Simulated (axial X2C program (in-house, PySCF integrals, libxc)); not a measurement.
# CuF⁻: properties at the nuclei

Aim: properties at the nuclei of CuF⁻, with spin–orbit coupling in the Hamiltonian from the start.

Program: an in-house X2C program for linear molecules on PySCF integrals. Level of theory: two-component X2C with atomic mean-field terms, Cu dyall-acv3z, F dyall-av3z. These are calculated values, not measurements.

**1. Input**

task.json reads:

```json
{"zs": [29, 9], "q": -1, "bas": ["dyall-acv3z", "dyall-av3z"], "r0": 1.76, "levels": ["PBE0", "HF", "TPSSh", "PBE50", "r2SCAN"], "nst": 3}
```

Keys: zs atomic numbers; q charge; bas basis sets; r0 starting distance in Å; levels methods (HF also brings MP2); nst determinants followed.

Launch:

```console
$ python soeom.py task.json out
```

After this run come: Expectation values, lowest determinant; Expectation values, a higher determinant; Expectation values, a higher determinant.

Q: Predict the outcome of this session. Wanted: lowest determinant; Eeff magnitude; Ws magnitude Cu; A∥/gI Cu; qzz Cu; higher determinant (for each run or level that gives them).

**Answer**, as computed:

| quantity | value |
| --- | --- |
| lowest determinant | Ω = 1/2 (excess of +ω over −ω: ω = 1/2) |
| Eeff magnitude (GV/cm), PBE0 | 0.699 |
| Ws magnitude Cu (kHz), PBE0 | 0.657 |
| A∥/gI Cu (MHz), PBE0 | 988 |
| qzz Cu (a.u.), PBE0 | -0.25 |
| higher determinant | Ω = 3/2 (excess of +ω over −ω: ω = 3/2) |
| Eeff magnitude (GV/cm), PBE0, higher determinant | 0.0201 |
| Ws magnitude Cu (kHz), PBE0, higher determinant | 0.00358 |
| A∥/gI Cu (MHz), PBE0, higher determinant | 32.6 |
| qzz Cu (a.u.), PBE0, higher determinant | 0.12 |
| higher determinant | Ω = 3/2 (excess of +ω over −ω: ω = 3/2) |
| Eeff magnitude (GV/cm), PBE0, higher determinant | 0.0492 |
| Ws magnitude Cu (kHz), PBE0, higher determinant | 0.0191 |
| A∥/gI Cu (MHz), PBE0, higher determinant | 623 |
| qzz Cu (a.u.), PBE0, higher determinant | 0.11 |

In the first state, the effective field runs from 0.42 to 0.75 GV/cm over the mean-field levels. The expectation values come from single determinants, which for open shells can mix terms of unlike spin or miss the lowest Ω, so a determinant need not be a state. Eeff is the effective electric field on the electron dipole moment in this Ω state and Ws the scalar–pseudoscalar constant (defined with the proton number Z and per Ω); A∥ is the parallel hyperfine constant, which follows by multiplying with the nuclear g factor gI = μI/(I μN); qzz is the electric field gradient, eQq0 = 234.96 MHz × Q/barn × qzz. The operators were transformed with the bare-nucleus X2C matrices.
